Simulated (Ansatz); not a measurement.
# CH8BGaSn: how energies converge with the basis set

One table from this session's results is given with a row withheld; the runs are named, their logs left out.

The runs use Ansatz 0.2.0, Gaussian basis; one geometry, several basis sets.

Levels to be run: PBE0-D4/def2-SVP; ωB97M-V/def2-SVP; PBE0-D4/def2-QZVPP; ωB97M-V/def2-QZVPP; the functionals' def2-TZVPP values are taken from earlier runs.

## The geometry

All runs share one geometry, relaxed beforehand with PBE0-D4 in a triple-zeta def2 set. Sn takes the def2 core potential; no spin-orbit term is included.

SMILES `C[BH][SnH2][GaH2]`, 12 atoms, charge 0, spin multiplicity 1.

Atoms are counted from 1 here; the program's logs count them from 0.

Bond lengths: C1–B2 1.549 Å, C1–H5 1.094 Å, C1–H6 1.091 Å, C1–H7 1.104 Å, B2–Sn3 2.246 Å, B2–H8 1.199 Å, Sn3–Ga4 2.622 Å, Sn3–H9 1.717 Å, Sn3–H10 1.713 Å, Ga4–H11 1.575 Å, Ga4–H12 1.576 Å. Angles: B2–C1–H5 113.5°, B2–C1–H6 116.7°, B2–C1–H7 103.7°, H5–C1–H6 110.1°, H5–C1–H7 104.9°, H6–C1–H7 106.6°, C1–B2–Sn3 123.0°, C1–B2–H8 119.3°, Sn3–B2–H8 117.7°, B2–Sn3–Ga4 109.6°, B2–Sn3–H9 110.9°, B2–Sn3–H10 112.5°, Ga4–Sn3–H9 107.9°, Ga4–Sn3–H10 109.0°, H9–Sn3–H10 106.8°, Sn3–Ga4–H11 121.3°, Sn3–Ga4–H12 120.4°, H11–Ga4–H12 118.3°.

Set-up of the first run:

The input, in.yaml:

```yaml
crystal:
  periodic: [false, false, false]
  atoms:
    - {symbol: C, position_ang: [-0.983421, 1.997977, -0.129746]}
    - {symbol: B, position_ang: [-0.380552, 0.939346, 0.827036]}
    - {symbol: Sn, position_ang: [1.232203, -0.494627, 0.205719]}
    - {symbol: Ga, position_ang: [0.150877, -2.748807, -0.584494]}
    - {symbol: H, position_ang: [-2.051873, 2.172875, 0.029172]}
    - {symbol: H, position_ang: [-0.777791, 1.871470, -1.193235]}
    - {symbol: H, position_ang: [-0.492328, 2.938105, 0.177508]}
    - {symbol: H, position_ang: [-0.780179, 0.872875, 1.955472]}
    - {symbol: H, position_ang: [2.145443, 0.140988, -1.101906]}
    - {symbol: H, position_ang: [2.341003, -0.822493, 1.469912]}
    - {symbol: H, position_ang: [-0.001825, -3.970571, 0.397142]}
    - {symbol: H, position_ang: [-0.401537, -2.897149, -2.052588]}
basis:
  gaussian: {orbitals: def2-SVP}
hamiltonian: {xc: pbe0, dispersion: d4}
output: {orbitals: {seedname: orbitals}}
```

Launch:

```sh
$ ansatz run in.yaml --threads 2 --pin off --events-out ev --progress --plain --max-ram 32768MiB --backend cpu
```

Among the steps run: PBE0-D4 in def2-SVP; ωB97M-V in def2-SVP; PBE0-D4 in def2-QZVPP; ωB97M-V in def2-QZVPP.

One table of the session follows, with a row left open; its other results are not shown here.

```
functional       basis  HOMO (eV)  LUMO (eV)
   PBE0-D4    def2-SVP      -6.85      -2.26
   PBE0-D4  def2-TZVPP      -6.88      -2.30
   PBE0-D4  def2-QZVPP          ?          ?
   ωB97M-V    def2-SVP      -8.76      -0.49
   ωB97M-V  def2-TZVPP      -8.82      -0.58
   ωB97M-V  def2-QZVPP      -8.82      -0.65
```

Q: Estimate the row for PBE0-D4, def2-QZVPP from the others.

The run gave: HOMO (eV): -6.88; LUMO (eV): -2.31.
